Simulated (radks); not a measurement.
# Ionisation of Ar²⁺: one atom, several choices of exchange strength α

One table from this session's results is given with a row withheld; the runs are named, their logs left out.

The numbers are computed with radks (a radial shooting solver on a logarithmic mesh, Libxc functionals) version 1 (non-relativistic Kohn-Sham, spin-polarised, spherical densities, point nucleus; open shells are filled with parallel spins first), except any that are marked as measured or tabulated.

**Starting point**

```
element       : argon (Z = 18)
charge        : +2
electrons     : 16
configuration : [Ne] 3s2 3p4
ion           : Ar³⁺, [Ne] 3s2 3p3
choices       : α = 0.584; α = 0.589; α = 0.667; α = 0.763; α = 0.813; α = 0.96; α = 0.991
```

The outer shells:

Ar²⁺
```
[Ne] core
3s [↑↓]
3p [↑↓][↑ ][↑ ]
```

Ar³⁺
```
[Ne] core
3s [↑↓]
3p [↑ ][↑ ][↑ ]
```

Set-up of the first run:

Input:

```text
Z 18
configuration [Ne] 3s2 3p4
relativity non-relativistic
functional xalpha 0.584
spin polarised
nucleus point
```

Steps of the session up to this table: α = 0.584: Ar²⁺.

One table of the session follows, with a row left open; its other results are not shown here.

It belongs to the step «α = 0.584: Ar²⁺». Sizes of the orbitals, from the radial functions (bohr):

```
  level     <r>  outermost maximum (interpolated)  90 % within  nodes
  2s up  0.4198                             0.343        0.656      1
2s down  0.4194                             0.343        0.655      1
  2p up  0.3802                             0.282        0.631      0
2p down  0.3799                             0.282        0.630      0
  3s up   1.348                              1.16         2.02      2
3s down       ?                                 ?            ?      ?
  3p up   1.488                              1.24         2.29      1
3p down   1.509                              1.24         2.33      1
```

Q: Estimate the row for 3s down from the others.

**Answer.** <r>: 1.356; outermost maximum (interpolated): 1.16; 90 % within: 2.04; nodes: 2. In the column «<r>» it lies between 3s up (1.348) and 3p up (1.488).

To keep in mind: Open shells are spherical and high-spin; term and fine-structure splittings are not resolved.
